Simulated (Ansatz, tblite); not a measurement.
**The cluster Ge₁₉AsH₃₆−: rung by rung**

An exercise on one series of results from a longer session: the logs are not shown, and one member is left open.

Method: as each input shows; program: Ansatz 0.2.0, Gaussian basis.

Plan: GFN1-xTB, GFN2-xTB, PBE-D4/def2-TZVP, r2SCAN-D4/def2-TZVP, r2SCAN0-D4/def2-TZVP, PBE-D4/def2-SVP, PBE0-D4/def2-SVP, HF/STO-3G, HF/6-31G, B3LYP-D4/6-31G, MP2/def2-SVP.

1 further run of the same task is left out (set aside as unsound or not needed). Runs told in other sessions of the task aren't counted.

## The structure

The singlet was relaxed beforehand with PBE-D4/def2-SVP.

56 atoms, charge -1, spin multiplicity 1.

Bond lengths: Ge1–Ge13 2.445 Å, Ge1–Ge15 2.445 Å, Ge1–H21 1.563 Å, Ge1–H22 1.551 Å, Ge2–Ge14 2.443 Å, Ge2–Ge15 2.447 Å, Ge2–H23 1.562 Å, Ge2–H24 1.555 Å, As3–Ge15 2.469 Å, As3–H25 1.542 Å, As3–H26 1.545 Å, Ge4–Ge13 2.450 Å, Ge4–Ge16 2.460 Å, Ge4–H27 1.568 Å, Ge4–H28 1.562 Å, Ge5–Ge16 2.504 Å, Ge5–H29 1.606 Å, Ge5–H30 1.606 Å and more. Angles: Ge13–Ge1–Ge15 110.6°, Ge13–Ge1–H21 111.1°, Ge13–Ge1–H22 111.3°, Ge15–Ge1–H21 105.9°, Ge15–Ge1–H22 109.6°, H21–Ge1–H22 108.2°, Ge14–Ge2–Ge15 111.8°, Ge14–Ge2–H23 109.8°, Ge14–Ge2–H24 108.6°, Ge15–Ge2–H23 108.8°, Ge15–Ge2–H24 110.7°, H23–Ge2–H24 107.0°, Ge15–As3–H25 91.4°, Ge15–As3–H26 91.1°, H25–As3–H26 91.3°, Ge13–Ge4–Ge16 112.8°, Ge13–Ge4–H27 105.5°, Ge13–Ge4–H28 105.6° and more.

The ion is computed in the gas phase, without counter-ions or solvent.

PBE0-D4/def2-TZVP was run before; its log isn't repeated, and its numbers join the tables.

The first run:

Tight binding, by tblite at 300 K electronic temperature and without a spin-polarisation term:

```python
tblite.interface.Calculator('GFN1-xTB', numbers, positions, charge=-1, uhf=0).singlepoint()
```

Tight binding, by tblite at 300 K electronic temperature and without a spin-polarisation term:

```python
tblite.interface.Calculator('GFN2-xTB', numbers, positions, charge=-1, uhf=0).singlepoint()
```

start.molden holds the orbitals of an earlier run on this state, given as this run's starting guess.

Contents of in.yaml:

```yaml
crystal:
  periodic: [false, false, false]
  atoms:
    - {symbol: Ge, position_ang: [-4.079212, -1.598923, 1.215918]}
    - {symbol: Ge, position_ang: [-1.480385, -4.695095, 1.095842]}
    - {symbol: As, position_ang: [-1.509407, -2.061922, -1.915566]}
    - {symbol: Ge, position_ang: [-3.861880, 1.692052, -1.146451]}
    - {symbol: Ge, position_ang: [-1.011641, 1.825645, 1.953799]}
    - {symbol: Ge, position_ang: [-1.623664, 4.669060, -1.003869]}
    - {symbol: Ge, position_ang: [1.759508, -4.419187, -1.311047]}
    - {symbol: Ge, position_ang: [0.889803, -0.747168, 0.865046]}
    - {symbol: Ge, position_ang: [4.392886, -1.719241, -1.094793]}
    - {symbol: Ge, position_ang: [1.005088, 0.945053, -0.869725]}
    - {symbol: Ge, position_ang: [1.813694, 4.630785, 1.175790]}
    - {symbol: Ge, position_ang: [4.334232, 1.698545, 1.199396]}
    - {symbol: Ge, position_ang: [-5.328962, 0.009598, -0.136072]}
    - {symbol: Ge, position_ang: [0.096446, -5.916699, -0.314555]}
    - {symbol: Ge, position_ang: [-2.897260, -3.190891, -0.214697]}
    - {symbol: Ge, position_ang: [-2.667936, 3.045245, 0.525681]}
    - {symbol: Ge, position_ang: [0.084455, 6.006745, 0.125766]}
    - {symbol: Ge, position_ang: [2.458445, -2.578786, 0.154452]}
    - {symbol: Ge, position_ang: [5.685024, 0.023616, 0.037618]}
    - {symbol: Ge, position_ang: [2.548244, 2.707348, -0.144066]}
    - {symbol: H, position_ang: [-5.039148, -2.454613, 2.104729]}
    - {symbol: H, position_ang: [-3.064934, -0.884531, 2.146598]}
    - {symbol: H, position_ang: [-2.392748, -5.702645, 1.864873]}
    - {symbol: H, position_ang: [-0.676834, -3.902179, 2.165644]}
    - {symbol: H, position_ang: [-2.762782, -1.597104, -2.683556]}
    - {symbol: H, position_ang: [-1.432145, -3.356214, -2.754857]}
    - {symbol: H, position_ang: [-4.774352, 2.511550, -2.123801]}
    - {symbol: H, position_ang: [-2.884005, 0.897761, -2.070380]}
    - {symbol: H, position_ang: [-2.179834, 1.100024, 2.782557]}
    - {symbol: H, position_ang: [-0.897802, 3.081188, 2.949167]}
    - {symbol: H, position_ang: [-2.616474, 5.674475, -1.679330]}
    - {symbol: H, position_ang: [-0.867834, 3.977959, -2.184110]}
    - {symbol: H, position_ang: [1.192648, -3.873195, -2.655094]}
    - {symbol: H, position_ang: [2.997746, -5.296651, -1.690537]}
    - {symbol: H, position_ang: [-0.499850, -1.389091, 1.113848]}
    - {symbol: H, position_ang: [1.527044, -0.305402, 2.209116]}
    - {symbol: H, position_ang: [3.915352, -1.150545, -2.462836]}
    - {symbol: H, position_ang: [5.380015, -2.883960, -1.429705]}
    - {symbol: H, position_ang: [-0.373403, 1.473262, -1.332031]}
    - {symbol: H, position_ang: [1.703883, 0.310118, -2.128169]}
    - {symbol: H, position_ang: [1.381735, 4.157941, 2.587748]}
    - {symbol: H, position_ang: [3.103465, 5.501140, 1.360195]}
    - {symbol: H, position_ang: [3.735017, 1.038112, 2.475598]}
    - {symbol: H, position_ang: [5.304207, 2.818359, 1.697917]}
    - {symbol: H, position_ang: [-6.137512, -0.817313, -1.189842]}
    - {symbol: H, position_ang: [-6.395326, 0.687463, 0.781896]}
    - {symbol: H, position_ang: [-0.698513, -6.693391, -1.410506]}
    - {symbol: H, position_ang: [0.830471, -6.995519, 0.543370]}
    - {symbol: H, position_ang: [-3.948555, -4.095755, -0.938915]}
    - {symbol: H, position_ang: [-3.855257, 3.897389, 1.121784]}
    - {symbol: H, position_ang: [-0.544914, 6.914397, 1.230307]}
    - {symbol: H, position_ang: [0.814743, 6.980081, -0.858469]}
    - {symbol: H, position_ang: [3.082893, -3.307692, 1.396143]}
    - {symbol: H, position_ang: [6.651154, -0.659953, 1.058138]}
    - {symbol: H, position_ang: [6.599224, 0.748582, -1.000871]}
    - {symbol: H, position_ang: [3.262550, 3.268774, -1.421080]}
basis:
  gaussian: {orbitals: def2-TZVP, fitting: {mean_field: def2-universal-jkfit}, initial_orbitals: start.molden}
total_charge: -1
hamiltonian: {xc: pbe, dispersion: d4}
scf: {omitted_lower_state_checks: [starts]}
output: {forces: true, orbitals: {seedname: orbitals}}
```

The run is started by

```console
> ansatz run in.yaml --threads 11 --pin off --events-out ev --progress --plain --max-ram 174080MiB --backend cuda --devices 0, --max-vram 75GiB
```

Among the steps run: PBE-D4/def2-TZVP; r2SCAN-D4/def2-TZVP; r2SCAN0-D4/def2-TZVP; PBE-D4/def2-SVP; PBE0-D4/def2-SVP; HF/STO-3G; HF/6-31G; B3LYP-D4/6-31G; MP2/def2-SVP.

One of the session's tables, all rows but one given; the rest of the session is left out.

| level | HOMO (eV) | LUMO (eV) | gap (eV) |
| --- | --- | --- | --- |
| HF/STO-3G | -0.09 | 10.69 | 10.79 |
| HF/6-31G | -4.28 | 4.16 | 8.44 |
| PBE-D4/def2-SVP | -1.80 | 0.68 | 2.48 |
| PBE-D4/def2-TZVP | -1.93 | 0.53 | 2.46 |
| r2SCAN-D4/def2-TZVP | -2.07 | 0.68 | 2.75 |
| B3LYP-D4/6-31G | -2.26 | 1.23 | 3.49 |
| PBE0-D4/def2-SVP | ? | ? | ? |
| PBE0-D4/def2-TZVP | -2.69 | 1.23 | 3.92 |
| r2SCAN0-D4/def2-TZVP | -2.81 | 1.29 | 4.10 |

**Question.** Estimate the row for PBE0-D4/def2-SVP.

The run gave: HOMO (eV): -2.60; LUMO (eV): 1.37; gap (eV): 3.96. In the column «HOMO (eV)» it lies between PBE0-D4/def2-TZVP (-2.69) and B3LYP-D4/6-31G (-2.26).
